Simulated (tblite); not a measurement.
# CH8F3NSi3: the cost of one run

The runs use tblite 0.8.0 and PySCF 2.14.0, with density-fitted response routines of our own; the level of theory stands in each step. All values are computed, except where a source is named. Atoms count from 0, in the outputs and in this text.

### Step 1. The starting structure

16 atoms, charge 0, multiplicity 1; geometry from: force field or distance geometry start.

Bonds of the start (Å): F0–C1 1.36, C1–F2 1.40, C1–F3 1.40, C1–Si4 1.82, Si4–N5 1.73, N5–Si6 1.73, N5–Si7 1.80, Si4–H8 1.49, Si4–H9 1.48, Si6–H10 1.49, Si6–H11 1.49, Si6–H12 1.44, Si7–H13 1.48, Si7–H14 1.46, Si7–H15 1.48.

### Step 2. Optimising the geometry with GFN2-xTB

The job: settings as JSON, then the geometry in Å.

```
{"job": {"kind": "relax", "xc": "GFN2-xTB", "basis": "xTB"}, "charge": 0, "multiplicity": 1}
F      2.029600    -1.833700     0.048700
C      2.337700    -0.511900     0.059000
F      3.306000    -0.346400    -0.931900
F      3.050700    -0.265000     1.233700
Si     0.980000     0.688700    -0.084200
N     -0.642200     0.114900    -0.291700
Si    -1.117200    -1.435000     0.298700
Si    -1.806700     1.340000     0.323100
H      1.305700     1.523900    -1.275200
H      1.049400     1.630000     1.055900
H     -2.240900    -1.908200    -0.557200
H     -1.708200    -1.386300     1.664200
H     -0.162800    -2.509500     0.323900
H     -2.240300     0.980500     1.688300
H     -1.182500     2.661700     0.299400
H     -2.965800     1.265400    -0.598400
```

Run with:

```bash
> OMP_NUM_THREADS=1 python probes_run.py task.json out
```

The driver reads the jobs from task.json and runs them one after another.

Q: Estimate the wall time and peak memory of this first job on 1 thread of Arm Neoverse N1, shared host.

About 2.2 s, with a peak of 0.18 GiB.
